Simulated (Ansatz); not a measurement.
# (10−10) slab of wurtzite AlN, 19.8 Å thick as cut, bare faces

Wanted: surface relaxation, gap and band-edge positions (PBEsol, HSE06 and r²SCAN).

Method: density functional theory in Ansatz 0.2.0, PAW datasets, plane waves.

### 1 The system as built

32 atoms (16 Al, 16 N); a = 4.984 Å, b = 3.114 Å, c = 32.775 Å, α = 90.00°, β = 90.00°, γ = 90.00°. All atoms were shaken off their sites by about 0.02 Å along each axis.

The runs, in order: (2) PBEsol relaxation at a 4×6×1 mesh, on 1 × NVIDIA H100 80GB HBM3 with 2 threads of AMD EPYC 7R13; (3) HSE06 single point at a 3×4×1 mesh, on 1 × NVIDIA H100 80GB HBM3 with 2 threads of AMD EPYC 7R13; (4) r²SCAN single point at a 3×4×1 mesh, on 1 × NVIDIA H100 80GB HBM3 with 2 threads of AMD EPYC 7R13.

Coordinates:

```cif
data_structure
_symmetry_space_group_name_H-M 'P 1'
_symmetry_Int_Tables_number 1
_cell_length_a 4.9835
_cell_length_b 3.1138
_cell_length_c 32.7754
_cell_angle_alpha 90.000
_cell_angle_beta 90.000
_cell_angle_gamma 90.000
_cell_volume 508.60
loop_
_atom_site_label
_atom_site_type_symbol
_atom_site_fract_x
_atom_site_fract_y
_atom_site_fract_z
_atom_site_occupancy
Al1 Al 0.49653 0.50626 0.19868 1
Al2 Al 0.49475 0.98896 0.27999 1
Al3 Al 0.50210 0.51015 0.36328 1
Al4 Al 0.50195 0.99313 0.44378 1
Al5 Al 0.49434 0.49207 0.52717 1
Al6 Al 0.49698 0.99740 0.61023 1
Al7 Al 0.49256 0.51069 0.69229 1
Al8 Al 0.49757 0.00812 0.77412 1
Al9 Al 0.99421 0.00005 0.22529 1
Al10 Al 0.98884 0.49302 0.30837 1
Al11 Al 0.99391 0.99430 0.39010 1
Al12 Al 0.99514 0.50100 0.47310 1
Al13 Al 0.99479 0.00299 0.55435 1
Al14 Al 0.99803 0.50118 0.63822 1
Al15 Al 0.99778 0.00905 0.72065 1
Al16 Al 0.99718 0.49677 0.80069 1
N1 N 0.37790 0.00478 0.22574 1
N2 N 0.38187 0.49192 0.30800 1
N3 N 0.37287 0.99061 0.39080 1
N4 N 0.38160 0.49535 0.47291 1
N5 N 0.37924 0.99552 0.55448 1
N6 N 0.37255 0.50062 0.63780 1
N7 N 0.37133 0.00016 0.71932 1
N8 N 0.38216 0.50460 0.80138 1
N9 N 0.88455 0.50403 0.19809 1
N10 N 0.87072 0.99517 0.28066 1
N11 N 0.87713 0.50898 0.36258 1
N12 N 0.87629 0.99650 0.44532 1
N13 N 0.88203 0.49721 0.52791 1
N14 N 0.87960 0.00855 0.60984 1
N15 N 0.88149 0.50614 0.69218 1
N16 N 0.87293 0.00445 0.77467 1
```

### 2 PBEsol relaxation in the fixed cell

File in.yaml:

```yaml
crystal:
  lattice:
    - [0.000000, 0.000000, 4.983529]
    - [3.113816, 0.000000, 0.000000]
    - [0.000000, 32.775387, 0.000000]
  atoms:
    - { symbol: Al, position: [0.496529, 0.506260, 0.198682] }
    - { symbol: Al, position: [0.494747, 0.988958, 0.279988] }
    - { symbol: Al, position: [0.502096, 0.510152, 0.363279] }
    - { symbol: Al, position: [0.501946, 0.993131, 0.443784] }
    - { symbol: Al, position: [0.494336, 0.492075, 0.527168] }
    - { symbol: Al, position: [0.496981, 0.997405, 0.610233] }
    - { symbol: Al, position: [0.492564, 0.510689, 0.692290] }
    - { symbol: Al, position: [0.497575, 0.008120, 0.774120] }
    - { symbol: Al, position: [0.994205, 0.000048, 0.225286] }
    - { symbol: Al, position: [0.988838, 0.493016, 0.308373] }
    - { symbol: Al, position: [0.993905, 0.994299, 0.390100] }
    - { symbol: Al, position: [0.995143, 0.501003, 0.473100] }
    - { symbol: Al, position: [0.994790, 0.002992, 0.554348] }
    - { symbol: Al, position: [0.998032, 0.501180, 0.638219] }
    - { symbol: Al, position: [0.997779, 0.009052, 0.720649] }
    - { symbol: Al, position: [0.997183, 0.496767, 0.800689] }
    - { symbol: N, position: [0.377898, 0.004777, 0.225743] }
    - { symbol: N, position: [0.381868, 0.491916, 0.307995] }
    - { symbol: N, position: [0.372871, 0.990612, 0.390799] }
    - { symbol: N, position: [0.381596, 0.495346, 0.472914] }
    - { symbol: N, position: [0.379241, 0.995518, 0.554477] }
    - { symbol: N, position: [0.372554, 0.500618, 0.637801] }
    - { symbol: N, position: [0.371326, 0.000161, 0.719321] }
    - { symbol: N, position: [0.382162, 0.504600, 0.801384] }
    - { symbol: N, position: [0.884546, 0.504029, 0.198085] }
    - { symbol: N, position: [0.870721, 0.995173, 0.280657] }
    - { symbol: N, position: [0.877130, 0.508976, 0.362578] }
    - { symbol: N, position: [0.876286, 0.996499, 0.445320] }
    - { symbol: N, position: [0.882027, 0.497209, 0.527911] }
    - { symbol: N, position: [0.879601, 0.008546, 0.609842] }
    - { symbol: N, position: [0.881491, 0.506135, 0.692184] }
    - { symbol: N, position: [0.872926, 0.004449, 0.774668] }
kpoints:
  mp_grid: { grid: [4, 6, 1] }
hamiltonian:
  xc: pbesol
scf:
  occupations: { method: fermi_dirac, width: 0.01 }
relax:
  f_tol: 0.03
  max_steps: 80
  escape_saddle: false
  adjacent_minimum: "off"
output:
  forces: true
  eigenvalues: true
  populations: true
```

On the command line:

```console
$ ansatz run in.yaml --threads 2 --pin off --max-ram 30400MiB --runs-dir r --events-out ev --progress --plain --backend cuda --devices 0, --max-vram 18GiB
```

The runs that follow: HSE06 single point; Single point with r²SCAN.

What does the calculation give? Wanted: for each run, top filled to lowest empty; top filled below vacuum.

**Answer**, as computed:

| level | time | k points | top filled to lowest empty (eV) | top filled below vacuum (eV) |
| --- | --- | --- | --- | --- |
| PBEsol, relaxation | 19 s (GPU) | 4×6×1 | 2.81 | 5.72 |
| HSE06 | 39 s (GPU) | 3×4×1 | 4.01 | 6.39 |
| r²SCAN | 8.9 s (GPU) | 3×4×1 | 3.31 | 5.87 |

| quantity | value |
| --- | --- |
| relaxation | 5 recorded steps, 1.21 eV gained |
| largest shift | 0.29 Å (Al1) |
| mean bonds | Al–N 1.886 Å |

Relaxation gains 1.21 eV, with shifts up to 0.29 Å (Al1). At the same k points, r²SCAN gives a spacing 0.70 eV smaller than the 4.01 eV of HSE06. Rows on different k points differ by sampling as well as by level. The HSE06 single point took about 4.3 times as long as the r²SCAN one on the same kind of device.
